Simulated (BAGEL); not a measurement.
# PBE0/cc-pVDZ (density fitting with cc-pvqz-jkfit) run of C2HF3O2 (trifluoroacetic acid)

What is the energy change on altering one bond length of C2HF3O2 (trifluoroacetic acid) at PBE0/cc-pVDZ (density fitting with cc-pvqz-jkfit)? 

Program for the calculation: BAGEL 1.2.2.

2 further runs of the same task are left out: 2 set aside as unsound or not needed. Runs told in other sessions of the task aren't counted.

### Step 1. The molecule

C2HF3O2 has 8 atoms, charge 0, and is taken as a singlet. SMILES: `O=C(O)C(F)(F)F`. Geometry: relaxed at PBE0-D4/def2-TZVP. This is one conformer, not always the lowest.

Bond lengths: O1–C2 1.191 Å, C2–O3 1.327 Å, C2–C4 1.545 Å, C4–F5 1.320 Å, C4–F6 1.332 Å, C4–F7 1.332 Å, O3–H8 0.968 Å. Angles: O1–C2–O3 126.5°, O1–C2–C4 123.5°, O3–C2–C4 109.9°, C2–C4–F5 110.3°, C2–C4–F6 110.3°, C2–C4–F7 110.3°, F5–C4–F6 108.7°, F5–C4–F7 108.7°, F6–C4–F7 108.4°, C2–O3–H8 107.7°.

### Step 2. A single-point energy at PBE0/cc-pVDZ (density fitting with cc-pvqz-jkfit)

The input, input.json:

```json
{ "bagel": [

{
  "title": "molecule",
  "basis": "cc-pvdz.json",
  "df_basis": "cc-pvqz-jkfit",
  "angstrom": true,
  "geometry": [
    { "atom": "O", "xyz": [    1.701390,   -0.309410,    0.229740 ] },
    { "atom": "C", "xyz": [    0.511460,   -0.349980,    0.214300 ] },
    { "atom": "O", "xyz": [   -0.253260,   -1.304740,    0.729890 ] },
    { "atom": "C", "xyz": [   -0.371350,    0.741370,   -0.431300 ] },
    { "atom": "F", "xyz": [    0.382180,    1.695120,   -0.946090 ] },
    { "atom": "F", "xyz": [   -1.180850,    1.279960,    0.479630 ] },
    { "atom": "F", "xyz": [   -1.119800,    0.216820,   -1.400730 ] },
    { "atom": "H", "xyz": [    0.330230,   -1.969150,    1.124540 ] }
  ]
},
{ "title": "ks", "xc_func": "pbe0" },
{ "title": "print", "file": "orbitals.molden", "orbitals": true }

]}
```

The basis set cc-pVDZ is read from a file made from the Basis Set Exchange's data (not shown).

Run with:

```bash
$ BAGEL_NUM_THREADS=1 BAGEL input.json > input.out
```

The log of the run:

```text
* using 1 threads per process

  ===============================================================
  ===============================================================

  *** Geometry ***

  { "atom" : "O", "xyz" : [      3.215161,     -0.584700,      0.434146 ] },
  { "atom" : "C", "xyz" : [      0.966519,     -0.661366,      0.404968 ] },
  { "atom" : "O", "xyz" : [     -0.478592,     -2.465601,      1.379292 ] },
  { "atom" : "C", "xyz" : [     -0.701750,      1.400986,     -0.815039 ] },
  { "atom" : "F", "xyz" : [      0.722216,      3.203313,     -1.787851 ] },
  { "atom" : "F", "xyz" : [     -2.231483,      2.418774,      0.906369 ] },
  { "atom" : "F", "xyz" : [     -2.116115,      0.409730,     -2.646996 ] },
  { "atom" : "H", "xyz" : [      0.624044,     -3.721154,      2.125073 ] },

  Number of auxiliary basis functions:      793

  Since a DF basis is specified, we compute 2- and 3-index integrals:
    o Being stored without compression. Storage requirement is 0.067 GB

  Number of basis functions:      103
  Number of electrons      :       56

    * METHOD: MOLECULE                             0.72

  *** Kohn-Sham DFT ***

    * Removing 16395 points whose weight is below 1.00e-10
    * Grid points: 102853

  === Nuclear Repulsion ===
   338.0997957664

       - DIIS with orbital gradients will be used.

  === KS iteration (pbe0 / cc-pvdz.json) ===
      0       -469.38323775          0.12337008           0.59
      1       -332.91902094          0.17591423           0.56
      2       -405.75381952          0.16249759           0.55
      3       -510.92273142          0.10742851           0.52
      4       -523.99982893          0.04393246           0.57
      5       -524.37910482          0.03958932           0.57
      6       -526.10765382          0.01449381           0.57
      7       -526.16541464          0.01121856           0.56
      8       -526.28221620          0.00536256           0.57
      9       -526.30921461          0.00171107           0.56
     10       -526.31177754          0.00051779           0.58
     11       -526.31193391          0.00034443           0.58
     12       -526.31203172          0.00003738           0.58
     13       -526.31203274          0.00001874           0.58
     14       -526.31203309          0.00000389           0.58
     15       -526.31203310          0.00000163           0.58
     16       -526.31203311          0.00000062           0.58
     17       -526.31203311          0.00000017           0.58
     18       -526.31203311          0.00000013           0.59
     19       -526.31203311          0.00000006           0.58
     20       -526.31203311          0.00000002           0.58
     21       -526.31203311          0.00000001           0.58
    * SCF iteration converged.

    * Permanent dipole moment:
           (    0.118846,     0.735449,    -0.412154) a.u.

    * METHOD: KS                                  13.13

    * METHOD: PRINT                                0.02

  ===============================================================
```

Wall time 14 s (1 thread of Arm Neoverse V2, shared host); peak memory 0.54 GiB.

### Step 3. The distorted shape

The input, dft.json:

```json
{ "bagel" : [

{
  "title" : "molecule",
  "basis" : "cc-pvdz.json",
  "df_basis" : "cc-pvqz-jkfit",
  "angstrom" : true,
  "geometry" : [
    { "atom" : "O", "xyz" : [    1.879850,   -0.303326,    0.232056 ] },
    { "atom" : "C", "xyz" : [    0.511460,   -0.349980,    0.214300 ] },
    { "atom" : "O", "xyz" : [   -0.253260,   -1.304740,    0.729890 ] },
    { "atom" : "C", "xyz" : [   -0.371350,    0.741370,   -0.431300 ] },
    { "atom" : "F", "xyz" : [    0.382180,    1.695120,   -0.946090 ] },
    { "atom" : "F", "xyz" : [   -1.180850,    1.279960,    0.479630 ] },
    { "atom" : "F", "xyz" : [   -1.119800,    0.216820,   -1.400730 ] },
    { "atom" : "H", "xyz" : [    0.330230,   -1.969150,    1.124540 ] }
  ]
},
{ "title" : "ks", "xc_func" : "pbe0", "charge" : 0 },
{ "title" : "print", "file" : "orbitals.molden", "orbitals" : true }

]}
```

The basis set cc-pVDZ is read from a file made from the Basis Set Exchange's data (not shown).

Run with:

```bash
$ BAGEL_NUM_THREADS=1 BAGEL dft.json > dft.out
```

The log of the run:

```text
* using 1 threads per process

  ===============================================================
  ===============================================================

  *** Geometry ***

  { "atom" : "O", "xyz" : [      3.552402,     -0.573203,      0.438522 ] },
  { "atom" : "C", "xyz" : [      0.966519,     -0.661366,      0.404968 ] },
  { "atom" : "O", "xyz" : [     -0.478592,     -2.465601,      1.379292 ] },
  { "atom" : "C", "xyz" : [     -0.701750,      1.400986,     -0.815039 ] },
  { "atom" : "F", "xyz" : [      0.722216,      3.203313,     -1.787851 ] },
  { "atom" : "F", "xyz" : [     -2.231483,      2.418774,      0.906369 ] },
  { "atom" : "F", "xyz" : [     -2.116115,      0.409730,     -2.646996 ] },
  { "atom" : "H", "xyz" : [      0.624044,     -3.721154,      2.125073 ] },

  Number of auxiliary basis functions:      793

  Since a DF basis is specified, we compute 2- and 3-index integrals:
    o Being stored without compression. Storage requirement is 0.067 GB

  Number of basis functions:      103
  Number of electrons      :       56

    * METHOD: MOLECULE                             0.64

  *** Kohn-Sham DFT ***

    * Removing 16111 points whose weight is below 1.00e-10
    * Grid points: 103137

  === Nuclear Repulsion ===
   332.1280637165

       - DIIS with orbital gradients will be used.

  === KS iteration (pbe0 / cc-pvdz.json) ===
      0       -473.45869431          0.11824896           0.49
      1       -327.72312808          0.22397591           0.48
      2       -407.01850622          0.16314311           0.50
      3       -434.19995956          0.21301441           0.51
      4       -524.18542159          0.05182800           0.50
      5       -510.08809202          0.09344510           0.47
      6       -524.07063522          0.03825916           0.46
      7       -518.96200924          0.07597980           0.46
      8       -517.23964835          0.08000968           0.46
      9       -525.94994310          0.01793174           0.46
     10       -525.97620515          0.01769851           0.46
     11       -526.27163080          0.00259122           0.47
     12       -526.27467714          0.00174951           0.46
     13       -526.27694326          0.00084316           0.46
     14       -526.27758513          0.00018569           0.48
     15       -526.27762340          0.00005020           0.50
     16       -526.27762568          0.00002620           0.53
     17       -526.27762631          0.00001350           0.53
     18       -526.27762643          0.00000713           0.53
     19       -526.27762647          0.00000232           0.52
     20       -526.27762647          0.00000123           0.52
     21       -526.27762647          0.00000063           0.53
     22       -526.27762647          0.00000021           0.53
     23       -526.27762647          0.00000015           0.53
     24       -526.27762647          0.00000004           0.53
     25       -526.27762647          0.00000003           0.53
     26       -526.27762647          0.00000001           0.54
     27       -526.27762647          0.00000001           0.54
    * SCF iteration converged.

    * Permanent dipole moment:
           (    0.435909,     0.787576,    -0.431446) a.u.

    * METHOD: KS                                  14.51

    * METHOD: PRINT                                0.02

  ===============================================================
```

Wall time 15 s (1 thread of Arm Neoverse V2, shared host); peak memory 0.54 GiB.

### Step 4. What came out

At PBE0/cc-pVDZ (density fitting with cc-pvqz-jkfit):

| quantity | value |
| --- | --- |
| first shape: total energy | -526.31203 Eh |
| first shape: dipole moment | 2.16 D |
| first shape: HOMO energy | -8.82 eV |
| first shape: LUMO energy | -0.65 eV |
| first shape: HOMO–LUMO gap | 8.16 eV |
| distorted shape: total energy | -526.27763 Eh |
| distorted shape: dipole moment | 2.54 D |
| distorted shape: HOMO energy | -8.47 eV |
| distorted shape: LUMO energy | -1.78 eV |
| distorted shape: HOMO–LUMO gap | 6.70 eV |
| energy change with the O1–C2 bond stretched from 1.191 to 1.369 Å | 0.936 eV |

**Reading.** With the O1–C2 bond stretched from 1.191 to 1.369 Å the energy rises by 0.94 eV (90.3 kJ/mol). The first shape isn't relaxed at this level, so the change isn't measured from a minimum.
